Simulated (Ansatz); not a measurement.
**CH3ISi (SMILES C=[SiH]I): functionals against CCSD(T) at one geometry**

The task here is to estimate one member of a computed series from the others.

The runs use Ansatz 0.2.0, Gaussian basis; single points in def2-TZVPP.

Correlated methods freeze the cores. Filled d shells of the heavier atoms are correlated. Core potentials replace the inner electrons past krypton, and spin-orbit coupling is left out.

### Starting geometry

SMILES `C=[SiH]I`, 6 atoms, charge 0, spin multiplicity 1.

Atoms are counted from 1 here; the program's logs count them from 0.

Bond lengths: C1–Si2 1.853 Å, C1–H4 0.795 Å, C1–H5 1.070 Å, Si2–I3 2.682 Å, Si2–H6 1.349 Å. Angles: Si2–C1–H4 127.3°, Si2–C1–H5 111.2°, H4–C1–H5 118.2°, C1–Si2–I3 122.3°, C1–Si2–H6 128.9°, I3–Si2–H6 108.1°.

Geometry (Å):

```mol
CH3ISi
  3D, bonds by distance, orders not assigned

  6  5  0  0  0  0  0  0  0  0999 V2000
   -0.4122    0.6444   -0.9531 C   0  0
    0.1486   -0.0901    0.6531 Si  0  0
    1.0563   -2.6066    0.8409 I   0  0
   -0.7104    1.3720   -1.0726 H   0  0
    0.0261    0.1351   -1.7860 H   0  0
    0.0151    0.4008    1.9025 H   0  0
  1  2  8  0
  1  4  8  0
  1  5  8  0
  2  3  8  0
  2  6  8  0
M  END
```

Set-up of the first run:

run/in.yaml reads:

```yaml
crystal:
  periodic: [false, false, false]
  atoms:
    - {symbol: C, position_ang: [-0.412200, 0.644400, -0.953100]}
    - {symbol: Si, position_ang: [0.148600, -0.090100, 0.653100]}
    - {symbol: I, position_ang: [1.056300, -2.606600, 0.840900]}
    - {symbol: H, position_ang: [-0.710400, 1.372000, -1.072600]}
    - {symbol: H, position_ang: [0.026100, 0.135100, -1.786000]}
    - {symbol: H, position_ang: [0.015100, 0.400800, 1.902500]}
basis:
  gaussian: {orbitals: def2-TZVPP}
correlation: {method: ccsd_t}
output: {forces: true}
```

The command line of these runs was not kept.

Among the steps run: CCSD(T)/def2-TZVPP; PBE0-D4/def2-TZVPP; wB97M-V/def2-TZVPP; r2SCAN-D4/def2-TZVPP; PBE-D4/def2-TZVPP; BHLYP-D4/def2-TZVPP; B97M-V/def2-TZVPP.

One table of the session follows, with a row left open; its other results are not shown here.

```
   method  RMS force component (eV/Å)  angle to CCSD(T) forces (°)  dipole (D)
  CCSD(T)                       8.876                    reference        1.25
  PBE0-D4                       8.964                          1.2        1.23
  wB97M-V                       8.918                          1.7        1.37
r2SCAN-D4                       8.888                          0.9        1.20
   PBE-D4                       8.884                          0.8        1.10
 BHLYP-D4                           ?                            ?           ?
   B97M-V                       8.858                          1.1        1.09
```

Estimate the missing values for BHLYP-D4.

As computed: RMS force component (eV/Å): 8.902; angle to CCSD(T) forces (°): 1.9; dipole (D): 1.36. In the column «RMS force component (eV/Å)» it lies between r2SCAN-D4 (8.888) and wB97M-V (8.918).
